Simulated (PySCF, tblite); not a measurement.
# C5H12S2Si: geometry, infrared bands and NMR shifts

What infrared bands and NMR shifts should C5H12S2Si (`CS[Si@H]1CCCSC1`) show?

The runs use tblite 0.8.0 and PySCF 2.14.0, with density-fitted response routines of our own; the level of theory stands in each step. All values are computed, except where a source is named. Atoms are numbered from 0 throughout.

### Step 1. The molecule as given

20 atoms, charge 0, multiplicity 1; geometry from: force field or distance geometry start.

Bonds of the start (Å): C0–S1 1.82, S1–Si2 2.13, Si2–C3 1.87, C3–C4 1.53, C4–C5 1.54, C5–S6 1.84, S6–C7 1.84, C7–Si2 1.86, C0–H8 1.09, C0–H9 1.09, C0–H10 1.10, Si2–H11 1.48, C3–H12 1.11, C3–H13 1.10, C4–H14 1.09, C4–H15 1.09, C5–H16 1.10, C5–H17 1.09, C7–H18 1.09, C7–H19 1.10.

### Step 2. Optimising the geometry with GFN2-xTB

What the job is given:

```
{"job": {"kind": "relax", "xc": "GFN2-xTB", "basis": "xTB"}, "charge": 0, "multiplicity": 1}
C      3.474300    -0.133200     0.633300
S      2.239700     1.152500     0.993200
Si     0.575100     0.603000    -0.224300
C     -0.218900    -0.944100     0.461500
C     -1.604300    -1.273900    -0.100700
C     -2.636500    -0.149500     0.064500
S     -2.260300     1.323700    -0.966000
C     -0.729700     1.927500    -0.150100
H      3.730100    -0.126900    -0.427100
H      4.369500     0.062100     1.216300
H      3.084200    -1.120700     0.907300
H      1.051700     0.358800    -1.606800
H     -0.314300    -0.840700     1.567400
H      0.454200    -1.802700     0.290000
H     -1.985600    -2.158700     0.403100
H     -1.521300    -1.537200    -1.157900
H     -2.714700     0.157000     1.119600
H     -3.616200    -0.521500    -0.244800
H     -0.409100     2.830500    -0.669300
H     -0.973000     2.204700     0.881500
```

On the command line:

```
$ OMP_NUM_THREADS=1 python probes_run.py task.json out
```

The driver reads the jobs from task.json and runs them one after another.

**Question.** This job is followed by: GFN2-xTB harmonic vibrations, gas phase; GIAO PBE0/pcSseg-1 NMR shielding, non-relativistic, gas phase. What will the session give for the following? strongest single infrared mode (GFN2-xTB); zero-point energy (GFN2-xTB); 13C shifts against TMS (PBE0/pcSseg-1); 1H shifts against TMS (PBE0/pcSseg-1, means over atoms taken as alike); 33S shifts against CS2 (PBE0/pcSseg-1); 29Si shifts against TMS (PBE0/pcSseg-1); surface potential, 1st and 99th percentile.

**Answer**, as computed:

| quantity | value |
| --- | --- |
| strongest single infrared mode (GFN2-xTB) | 2239 cm⁻¹, 220 km/mol |
| zero-point energy (GFN2-xTB) | 99.5 kcal/mol |
| 13C shifts against TMS (PBE0/pcSseg-1) | 39.6, 33.1, 18.3, 17.7, 12.2 ppm |
| 1H shifts against TMS (PBE0/pcSseg-1, means over atoms taken as alike) | 4.84, 2.51, 2.31, 2.21, 2.10, 1.95, 1.74, 1.72, 1.43, 0.68 ppm |
| 33S shifts against CS2 (PBE0/pcSseg-1) | -17, -186 ppm |
| 29Si shifts against TMS (PBE0/pcSseg-1) | -16.1 ppm |
| surface potential, 1st and 99th percentile | -1.05 V and 0.91 V |

In words: Over 54 steps the energy fell by 0.127 eV; of the close pairs, Si2–C3 changed most, 1.869 to 1.905 Å. All 54 modes are real, so the xTB geometry is a minimum. The strongest single mode, at 2239 cm⁻¹, moves mainly H11. GFN2-xTB is a fitted tight-binding method: band positions and strengths are rough. Its intensities can rank the bands wrongly. At PBE0/pcSseg-1: The widest tensor belongs to S6: span 328 ppm, with a paramagnetic part of -534 ppm.
